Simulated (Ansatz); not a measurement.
Write the native input for Ansatz 0.2.0 that does the following.

```yaml
Task: relaxation of cell and atoms
Functional: PBE
Potentials_or_basis: SPMS NC
Cutoff: "1034 eV (not typed: the program's choice for these potentials)"
k_mesh: 8 × 8 × 4
Occupations: fermi-dirac, width 0.05 eV
Spin: no spin polarisation
```

Crystal: MgSn2N2.

```
Sn Mg N
1.0
     3.36055    0.00000    0.00000
     0.00000    3.36055    0.00000
     0.00000    0.00000    8.18839
Sn Mg N
2 1 2
Direct
  0.00000 0.00000 0.30786
  0.00000 0.00000 0.69214
  0.50000 0.50000 0.00000
  0.50000 0.00000 0.84730
  0.00000 0.50000 0.15270
```

The cell comes from a database or a generator and needn't be the stable form of this composition.

These files were run (other wordings do the same):

input.yaml

```yaml
crystal:
  lattice:
    - [3.360549, 0.0, 0.0]
    - [0.0, 3.360549, 0.0]
    - [0.0, 0.0, 8.188394]
  atoms:
    - { symbol: Sn, position: [0.0, 0.0, 0.307863] }
    - { symbol: Sn, position: [0.0, 0.0, 0.692137] }
    - { symbol: Mg, position: [0.5, 0.5, 0.0] }
    - { symbol: "N", position: [0.5, 0.0, 0.847302] }
    - { symbol: "N", position: [0.0, 0.5, 0.152698] }
hamiltonian:
  xc: pbe
  pseudopotentials: { kind: nc, source: spms }
kpoints:
  mp_grid: { grid: [8, 8, 4] }
scf:
  occupations: { method: fermi_dirac, width: 0.05 }
output:
  forces: true
  stress: true
  eigenvalues: true
relax:
  f_tol: 0.01
  max_steps: 40
  cell: { stress_tol: 0.05 }
```

Potentials or basis: SPMS NC.

The run is started by

```console
$ ansatz run input.yaml --threads 2 --pin off --max-ram 5632MiB --backend cpu --events-out ev --progress --plain --runs-dir out
```

It gave:

- Relaxed volume: 18.34 Å³/atom
- Relaxed cell: a = 3.387 Å, b = 3.387 Å, c = 7.993 Å, α = 90.00°, β = 90.00°, γ = 90.00°
- Space group after relaxing (to 0.05 Å): P-4m2 (No. 115)
- Energy gained by relaxing: 1.8 meV/atom
- Ionic steps: 5
- Pressure after relaxing: 0.0 GPa
- Band gap on the k mesh: none (metal or under the smearing width)

Caveat: the plane-wave basis is chosen anew once the cell has moved, so the energies of steps on either side of that aren't comparable.

Wall time 120 s on 2 threads of Arm Neoverse V1, with other jobs on the host, peak memory 0.62 GiB.
